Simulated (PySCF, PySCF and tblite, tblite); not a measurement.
**C₄H₄F₃N₃O: a path driven as a shift of bonds, and NMR exchange**

How fast is a shift of bonds in C₄H₄F₃N₃O (`Cc1n[nH]c(OC(F)(F)F)n1`), and when do the exchanging lines merge?

Computed with tblite 0.8.0 (tight binding) and PySCF 2.14.0 (DFT, with response routines of our own); each step states its level. Atoms count from 0 throughout.

## 1. The molecule as given

15 atoms, charge 0, multiplicity 1; geometry from: force field or distance geometry start.

Bonds of the start (Å): C0–C1 1.49, C0–H11 1.09, C0–H12 1.10, C0–H13 1.09, C1–N10 1.37, C1–N2 1.34, C4–N10 1.31, C4–O5 1.33, C6–F7 1.36, C6–F8 1.35, C6–F9 1.34, N2–N3 1.35, N3–C4 1.36, N3–H14 1.01, O5–C6 1.42.

## 2. GFN2-xTB relaxation, start minimum

The job: settings as JSON, then the geometry in Å.

```
{"job": {"xc": "GFN2-xTB", "basis": "xTB", "kind": "relax"}, "charge": 0, "multiplicity": 1}
C      2.635100     0.433600     0.071500
C      1.325100    -0.256300    -0.051000
N      1.244600    -1.584200    -0.249000
N     -0.098300    -1.742200    -0.290200
C     -0.746800    -0.568800    -0.086200
O     -2.069500    -0.474400    -0.083500
C     -2.556500     0.840300     0.124100
F     -2.175900     1.329000     1.333100
F     -3.905800     0.773100     0.117100
F     -2.182700     1.673100    -0.855700
N      0.125500     0.393000     0.059900
H      3.203100     0.031800     0.910500
H      2.474800     1.508800     0.253400
H      3.213900     0.314700    -0.848300
H     -0.491200    -2.663500    -0.427700
```

The run is started by

```console
> OMP_NUM_THREADS=1 python ens_run.py task.json out
```

This one command runs the whole study; its stages follow in the order run.

The log of the run:

```text
step      E/eV     max force
  0   -1024.70655    2.833
  1   -1024.93250    0.972
  2   -1024.96933    0.396
  3   -1024.97626    0.225
  4   -1024.98009    0.133
  5   -1024.98193    0.124
  6   -1024.98300    0.113
  7   -1024.98398    0.099
  8   -1024.98484    0.081
  9   -1024.98533    0.069
 10   -1024.98569    0.055
 11   -1024.98606    0.051
 12   -1024.98640    0.045
 13   -1024.98661    0.033
 14   -1024.98674    0.025
 15   -1024.98686    0.027
 16   -1024.98698    0.028
 17   -1024.98707    0.026
 18   -1024.98716    0.021
 19   -1024.98726    0.031
 20   -1024.98740    0.034
 21   -1024.98754    0.034
 22   -1024.98765    0.029
 23   -1024.98773    0.026
 24   -1024.98780    0.027
 25   -1024.98788    0.027
 26   -1024.98796    0.022
 27   -1024.98803    0.023
 28   -1024.98808    0.024
 29   -1024.98813    0.022
 30   -1024.98817    0.017
 31   -1024.98821    0.018
 32   -1024.98825    0.020
 33   -1024.98828    0.015
 34   -1024.98831    0.013
 35   -1024.98833    0.011
 36   -1024.98834    0.008
 37   -1024.98835    0.006
 38   -1024.98836    0.004
 39   -1024.98836    0.003
 40   -1024.89609    1.339
 41   -1024.95875    0.719
 42   -1024.98409    0.480
 43   -1024.98821    0.240
 44   -1024.98998    0.070
 45   -1024.99023    0.040
 46   -1024.99037    0.029
 47   -1024.99047    0.027
 48   -1024.99054    0.020
 49   -1024.99057    0.017
 50   -1024.99059    0.011
 51   -1024.99061    0.009
 52   -1024.99062    0.011
 53   -1024.99063    0.009
 54   -1024.99063    0.008
 55   -1024.99064    0.008
 56   -1024.99065    0.010
 57   -1024.99067    0.012
 58   -1024.99069    0.013
 59   -1024.99072    0.014
 60   -1024.99074    0.015
 61   -1024.99077    0.020
 62   -1024.99080    0.021
 63   -1024.99083    0.020
 64   -1024.99089    0.019
 65   -1024.99095    0.021
 66   -1024.99102    0.024
 67   -1024.99111    0.027
 68   -1024.99124    0.042
 69   -1024.99142    0.045
 70   -1024.99163    0.038
 71   -1024.99183    0.040
 72   -1024.99206    0.047
 73   -1024.99149    0.146
 74   -1024.99248    0.065
 75   -1024.99273    0.056
 76   -1024.98721    0.403
 77   -1024.99331    0.042
 78   -1024.99355    0.036
 79   -1024.98768    0.407
 80   -1024.99389    0.030
 81   -1024.99413    0.030
 82   -1024.99156    0.314
 83   -1024.99457    0.035
 84   -1024.99483    0.046
 85   -1024.99475    0.180
 86   -1024.99540    0.064
 87   -1024.99561    0.066
 88   -1024.99627    0.110
 89   -1024.99664    0.046
 90   -1024.99687    0.018
 91   -1024.99702    0.021
 92   -1024.99731    0.041
 93   -1024.99766    0.041
 94   -1024.99816    0.048
 95   -1024.99818    0.102
 96   -1024.99853    0.033
 97   -1024.99866    0.030
 98   -1024.99890    0.032
 99   -1024.99896    0.025
100   -1024.99910    0.021
101   -1024.99918    0.019
102   -1024.99922    0.018
103   -1024.99926    0.014
104   -1024.99928    0.028
105   -1024.99935    0.016
106   -1024.99940    0.020
107   -1024.99948    0.028
108   -1024.99956    0.038
109   -1024.99974    0.050
110   -1024.99994    0.045
111   -1025.00000    0.072
112   -1025.00017    0.040
113   -1025.00031    0.018
114   -1025.00038    0.014
115   -1025.00047    0.020
116   -1025.00054    0.024
117   -1025.00061    0.025
118   -1025.00070    0.022
119   -1025.00079    0.021
120   -1025.00087    0.031
121   -1025.00080    0.050
122   -1025.00096    0.021
123   -1025.00099    0.018
124   -1025.00104    0.013
125   -1025.00105    0.012
126   -1025.00108    0.012
127   -1025.00111    0.013
128   -1025.00114    0.015
129   -1025.00117    0.019
130   -1025.00120    0.020
131   -1025.00123    0.020
132   -1025.00126    0.020
133   -1025.00129    0.018
134   -1025.00135    0.017
135   -1025.00142    0.019
136   -1025.00147    0.014
137   -1025.00151    0.010
138   -1025.00153    0.010
139   -1025.00155    0.012
140   -1025.00156    0.013
141   -1025.00157    0.006
142   -1025.00157    0.007
143   -1025.00158    0.006
144   -1025.00158    0.004
145   -1025.00158    0.003
146   -1025.00158    0.003
```

It took 0.67 s on 1 thread of Arm Neoverse V1, shared host.

Gain 0.295 eV; displacement 0.44 Å root mean square.

## 3. Relaxed scan, to the middle

The job: settings as JSON, then the geometry in Å.

```
{"job": {"xc": "GFN2-xTB", "basis": "xTB", "coordinate": [["d", [14, 3], 1], ["d", [14, 2], -1]], "kind": "drive"}, "charge": 0, "multiplicity": 1}
C      2.664247     0.427789     0.050820
C      1.358041    -0.258052    -0.012242
N      1.208296    -1.555917    -0.112102
N     -0.125234    -1.743406    -0.137621
C     -0.712511    -0.534718    -0.050838
O     -2.073604    -0.433902    -0.055099
C     -2.570241     0.806781     0.033937
F     -2.234291     1.433223     1.158886
F     -3.895385     0.716480     0.014428
F     -2.213843     1.594983    -0.977252
N      0.170767     0.414970     0.028778
H      3.460104    -0.308085    -0.000122
H      2.736787     0.992880     0.977435
H      2.750124     1.128580    -0.776631
H     -0.532159    -2.661541    -0.210976
```

The log of the run:

```text
point  coordinate     E/eV
  0     -0.955    -1024.94952
  1     -0.845    -1024.79510
  2     -0.728    -1024.53902
  3     -0.596    -1024.18265
  4     -0.439    -1023.73325
  5     -0.232    -1023.27078
  6      0.013    -1023.09917
```

It took 0.83 s on 1 thread of Arm Neoverse V1, shared host.

The highest point is number 6, 42.7 kcal/mol above the first.

## 4. Relaxed scan, from the middle, back

The job: settings as JSON, then the geometry in Å.

```
{"job": {"xc": "GFN2-xTB", "basis": "xTB", "coordinate": [["d", [14, 3], 1], ["d", [14, 2], -1]], "kind": "drive"}, "charge": 0, "multiplicity": 1}
C      2.591895     0.350081     0.041713
C      1.256592    -0.276286    -0.016387
N      1.051102    -1.586984    -0.110064
N     -0.320094    -1.780144    -0.136799
C     -0.830009    -0.556104    -0.056473
O     -2.176026    -0.361223    -0.055545
C     -2.596704     0.900138     0.035863
F     -2.215806     1.516886     1.155334
F     -3.926411     0.891447     0.030511
F     -2.208305     1.673814    -0.978880
N      0.094823     0.381148     0.018729
H      3.357740    -0.418690    -0.005580
H      2.690841     0.917167     0.964744
H      2.708216     1.042619    -0.789030
H      0.516489    -2.661110    -0.199493
```

The log of the run:

```text
point  coordinate     E/eV
  0     -0.185    -1023.20195
  1     -0.378    -1023.57673
  2     -0.533    -1024.00112
  3     -0.659    -1024.35949
  4     -0.770    -1024.63973
  5     -0.872    -1024.84075
  6     -0.968    -1024.96109
  7     -1.058    -1025.00111
```

Run time: 0.89 s. Hardware: 1 thread of Arm Neoverse V1, shared host.

## 5. Relaxed scan, from the middle, on

job is that of step 4.

The log of the run:

```text
point  coordinate     E/eV
  0      0.244    -1023.36679
  1      0.415    -1023.78726
  2      0.551    -1024.18594
  3      0.668    -1024.51599
  4      0.774    -1024.77387
  5      0.871    -1024.95272
  6      0.963    -1025.05351
  7      1.049    -1025.07803
```

It took 0.92 s on 1 thread of Arm Neoverse V1, shared host.

## 6. Nudged elastic band, leg 1

The job: settings as JSON, then the geometry in Å.

```
{"job": {"xc": "GFN2-xTB", "basis": "xTB", "kind": "neb"}, "charge": 0, "multiplicity": 1}
C      2.666349     0.419171     0.043184
C      1.357292    -0.261575    -0.017336
N      1.202610    -1.559325    -0.111530
N     -0.131575    -1.741744    -0.137352
C     -0.714260    -0.530551    -0.056224
O     -2.075018    -0.425648    -0.060892
C     -2.568447     0.816313     0.026912
F     -2.226359     1.445540     1.148402
F     -3.893850     0.728410     0.013396
F     -2.214558     1.600809    -0.988154
N      0.172542     0.416151     0.019939
H      3.459048    -0.320831     0.004111
H      2.737697     0.995104     0.963161
H      2.759004     1.109590    -0.792275
H     -0.542615    -2.658363    -0.206631
```

The log of the run:

```text
image   E - E0 / eV
  0       0.0000
  1       0.6012
  2       1.9084
  3       0.3121
  4      -0.0742
  5      -0.0800
  6      -0.0819
```

Run time: 2.1 s. Hardware: 1 thread of Arm Neoverse V1, shared host; peak memory 0.19 GiB.

The highest point is number 2, 44.0 kcal/mol above the first.

## 7. Saddle search, leg 1

The job: settings as JSON, then the geometry in Å.

```
{"job": {"xc": "GFN2-xTB", "basis": "xTB", "kind": "saddle"}, "charge": 0, "multiplicity": 1}
C      2.599934     0.343684     0.047452
C      1.270419    -0.296233    -0.012298
N      1.052408    -1.604664    -0.105492
N     -0.321698    -1.779468    -0.130425
C     -0.821009    -0.550060    -0.049690
O     -2.166997    -0.352046    -0.047574
C     -2.598860     0.905363     0.043957
F     -2.227409     1.526269     1.164549
F     -3.928485     0.882061     0.037234
F     -2.219392     1.684092    -0.970451
N      0.114147     0.374822     0.023800
H      3.383743    -0.406931     0.013044
H      2.678767     0.920141     0.967018
H      2.707328     1.029385    -0.790713
H      0.477106    -2.676416    -0.190409
```

The log of the run:

```text
step      E/eV     max force
  0   -1023.09313   0.0391
  1   -1023.09556   0.0210
  2   -1023.09559   0.0020
  3   -1023.06324   0.9016
  4   -1023.09862   0.1104
  5   -1023.09909   0.0208
  6   -1023.09920   0.0073
  7   -1023.09763   0.1097
  8   -1023.09930   0.0109
  9   -1023.09933   0.0024
lowest wavenumbers (cm-1): -1679.1 43.2 56.5 60.3 96.5 185.2
```

Run time: 3.7 s. Hardware: 1 thread of Arm Neoverse V1, shared host; peak memory 0.19 GiB.

Point group C1; 1 imaginary mode, 1679i cm⁻¹, carried by H14. Steps downhill from it reached both ends.

## 8. DFT refinement, start: PBE0-D3(BJ)/def2-SVP

The job: settings as JSON, then the geometry in Å.

```
{"job": {"xc": "PBE0", "basis": "def2-SVP", "kind": "refine"}, "charge": 0, "multiplicity": 1}
C      2.664247     0.427789     0.050820
C      1.358041    -0.258052    -0.012242
N      1.208296    -1.555917    -0.112102
N     -0.125234    -1.743406    -0.137621
C     -0.712511    -0.534718    -0.050838
O     -2.073604    -0.433902    -0.055099
C     -2.570241     0.806781     0.033937
F     -2.234291     1.433223     1.158886
F     -3.895385     0.716480     0.014428
F     -2.213843     1.594983    -0.977252
N      0.170767     0.414970     0.028778
H      3.460104    -0.308085    -0.000122
H      2.736787     0.992880     0.977435
H      2.750124     1.128580    -0.776631
H     -0.532159    -2.661541    -0.210976
```

The log of the run:

```text
step      E/eV     max force
  0    -18847.27881   2.1936
  1    -18847.35832   0.5566
  2    -18847.36355   0.1710
  3    -18847.36336   0.1482
  4    -18847.36383   0.0669
  5    -18847.36400   0.0820
  6    -18847.36409   0.0195
  7    -18847.36405   0.0104
```

Run time: 3.1 min. Hardware: 1 thread of Arm Neoverse V1, shared host; peak memory 0.73 GiB.

Relaxing gained 0.085 eV and moved the atoms by 0.07 Å on average (rms).

DFT refinement, saddle of leg 1: PBE0-D3(BJ)/def2-SVP:

The job: settings as JSON, then the geometry in Å.

```
{"job": {"xc": "PBE0", "basis": "def2-SVP", "kind": "refine"}, "charge": 0, "multiplicity": 1}
C      2.581802     0.347483     0.028279
C      1.254426    -0.296687    -0.009411
N      1.059958    -1.609535    -0.065286
N     -0.326856    -1.803356    -0.085537
C     -0.828078    -0.572990    -0.048215
O     -2.172869    -0.369383    -0.075048
C     -2.578274     0.896465     0.044675
F     -2.209196     1.475858     1.186536
F     -3.906779     0.908173     0.012648
F     -2.159059     1.688574    -0.944409
N      0.093204     0.365645     0.038438
H      3.358633    -0.410558     0.041484
H      2.655680     0.973322     0.914555
H      2.701533     0.987453    -0.843721
H      0.477316    -2.547728    -0.561395
```

The log of the run:

```text
step      E/eV     max force
  0    -18844.77624   2.3738
  1    -18844.91298   1.4326
  2    -18845.02046   0.7597
  3    -18845.05315   0.6163
  4    -18845.05827   0.2983
  5    -18845.05542   0.5707
  6    -18845.06408   0.2138
  7    -18845.06565   0.1808
  8    -18845.06688   0.0968
  9    -18845.06423   0.2470
 10    -18845.06745   0.0830
 11    -18845.06684   0.1785
 12    -18845.06748   0.0488
 13    -18845.06761   0.0108
```

Run time: 5.4 min. Hardware: 1 thread of Arm Neoverse V1, shared host; peak memory 0.89 GiB.

Gain 0.291 eV; displacement 0.14 Å root mean square.

DFT refinement, end: PBE0-D3(BJ)/def2-SVP:

The job: settings as JSON, then the geometry in Å.

```
{"job": {"xc": "PBE0", "basis": "def2-SVP", "kind": "refine"}, "charge": 0, "multiplicity": 1}
C      2.515246     0.252414     0.006892
C      1.150497    -0.310586     0.002007
N      0.860687    -1.626320     0.013734
N     -0.472948    -1.807583     0.005442
C     -0.924844    -0.577279    -0.011138
O     -2.261931    -0.316162    -0.024469
C     -2.615561     0.967464    -0.034223
F     -2.204065     1.651993     1.036434
F     -3.943312     1.031638    -0.045486
F     -2.186494     1.640706    -1.105002
N      0.024385     0.373124    -0.013965
H      3.073181    -0.097398    -0.860165
H      3.047743    -0.052242     0.906447
H      2.447305     1.335144    -0.020946
H      1.472753    -2.427021     0.027392
```

The log of the run:

```text
step      E/eV     max force
  0    -18847.32326   2.1742
  1    -18847.40420   0.5653
  2    -18847.40898   0.1475
  3    -18847.40815   0.2292
  4    -18847.40928   0.1076
  5    -18847.40953   0.1225
  6    -18847.40993   0.0322
  7    -18847.41008   0.0299
  8    -18847.41013   0.0348
  9    -18847.41033   0.0340
 10    -18847.40908   0.2323
 11    -18847.41061   0.0333
 12    -18847.41123   0.0186
 13    -18847.41055   0.2007
 14    -18847.41125   0.0475
 15    -18847.41070   0.1295
 16    -18847.41143   0.0347
 17    -18847.41154   0.0415
 18    -18847.41162   0.1326
 19    -18847.41185   0.0478
 20    -18847.41199   0.0471
 21    -18847.41220   0.1682
 22    -18847.41273   0.0100
```

It took 8.6 min on 1 thread of Arm Neoverse V1, shared host; peak memory 0.89 GiB.

The energy fell by 0.089 eV, and the atoms moved 0.16 Å (root mean square).

## 9. Shieldings, start: PBE0/pcSseg-1

The job: settings as JSON, then the geometry in Å.

```
{"job": {"kind": "nmr", "xc": "PBE0", "basis": "pcSseg-1", "pop": false}, "charge": 0, "multiplicity": 1}
C      2.698610     0.400520     0.052559
C      1.368218    -0.253656    -0.008556
N      1.215530    -1.557471    -0.132738
N     -0.122953    -1.703587    -0.144669
C     -0.697514    -0.497819    -0.026767
O     -2.040957    -0.408109    -0.010576
C     -2.630084     0.827079     0.032019
F     -2.313993     1.484506     1.130940
F     -3.930568     0.612900     0.018061
F     -2.302280     1.559147    -1.016256
N      0.192703     0.445666     0.061716
H      3.489910    -0.354598    -0.030353
H      2.816934     0.946693     1.000512
H      2.807150     1.131283    -0.762762
H     -0.559606    -2.612491    -0.231729
```

The log of the run:

```text
coarse grid: 14360 points
cycle   1  E = -692.7636741759  dE =  2.499e+00  |g| = 1.094e+00  |ddm| = 3.683e+00
cycle   2  E = -692.5562398968  dE =  2.074e-01  |g| = 1.596e+00  |ddm| = 1.447e+00
cycle   3  E = -692.9742527397  dE = -4.180e-01  |g| = 1.521e-01  |ddm| = 8.964e-01
cycle   4  E = -692.9773827655  dE = -3.130e-03  |g| = 8.440e-02  |ddm| = 1.501e-01
cycle   5  E = -692.9787999746  dE = -1.417e-03  |g| = 1.535e-02  |ddm| = 6.599e-02
cycle   6  E = -692.9788371792  dE = -3.720e-05  |g| = 7.385e-03  |ddm| = 1.496e-02
cycle   7  E = -692.9788480142  dE = -1.083e-05  |g| = 2.117e-03  |ddm| = 6.606e-03
cycle   8  E = -692.9788489548  dE = -9.406e-07  |g| = 2.883e-04  |ddm| = 1.665e-03
final grid: 145320 points
cycle   9  E = -693.0669531476  dE = -5.303e-05  |g| = 1.067e-02  |ddm| = 3.155e-02
cycle  10  E = -693.0669326171  dE =  2.053e-05  |g| = 1.518e-02  |ddm| = 1.574e-02
cycle  11  E = -693.0669741114  dE = -4.149e-05  |g| = 1.674e-03  |ddm| = 9.517e-03
cycle  12  E = -693.0669746875  dE = -5.761e-07  |g| = 3.879e-04  |ddm| = 1.362e-03
cycle  13  E = -693.0669747082  dE = -2.066e-08  |g| = 1.799e-04  |ddm| = 3.542e-04
cycle  14  E = -693.0669747140  dE = -5.784e-09  |g| = 6.734e-05  |ddm| = 1.625e-04
cycle  15  E = -693.0669747148  dE = -8.770e-10  |g| = 1.929e-05  |ddm| = 5.492e-05
converged SCF energy = -693.0669747148

GIAO shielding tensors (ppm)
atom      isotropic    diamagn.    paramagn.     s11        s22        s33       span
  0 C      167.790     244.452     -76.662    156.940    157.595    188.834     31.895
  1 C       21.517     255.149    -233.632    -52.884     17.320    100.115    152.999
  2 N      -43.065     326.506    -369.571   -243.759    -35.301    149.865    393.624
  3 N       71.998     330.267    -258.269     -3.380     99.307    120.067    123.447
  4 C       28.156     252.797    -224.641    -37.463     51.860     70.072    107.534
  5 O      167.123     400.225    -233.102    109.673    184.990    206.706     97.033
  6 C       58.445     236.636    -178.191     54.371     59.677     61.288      6.917
  7 F      248.153     473.015    -224.861    189.905    210.535    344.020    154.115
  8 F      249.295     464.101    -214.806    196.463    198.794    352.628    156.166
  9 F      249.352     473.131    -223.779    190.467    210.668    346.922    156.455
 10 N       13.981     333.476    -319.495   -138.573    -36.548    217.063    355.636
 11 H       28.980      26.186       2.794     24.319     27.833     34.788     10.469
 12 H       28.843      27.215       1.628     24.647     27.195     34.687     10.040
 13 H       28.849      27.284       1.564     24.624     27.259     34.662     10.038
 14 H       22.754      33.152     -10.398     17.156     23.462     27.644     10.488
```

Wall time 33 s (1 thread of Arm Neoverse V1, shared host); peak memory 0.94 GiB.

This run: HOMO -7.59 eV, LUMO 0.27 eV; dipole 1.67 D.

(Part 1 of 2 ends here.)
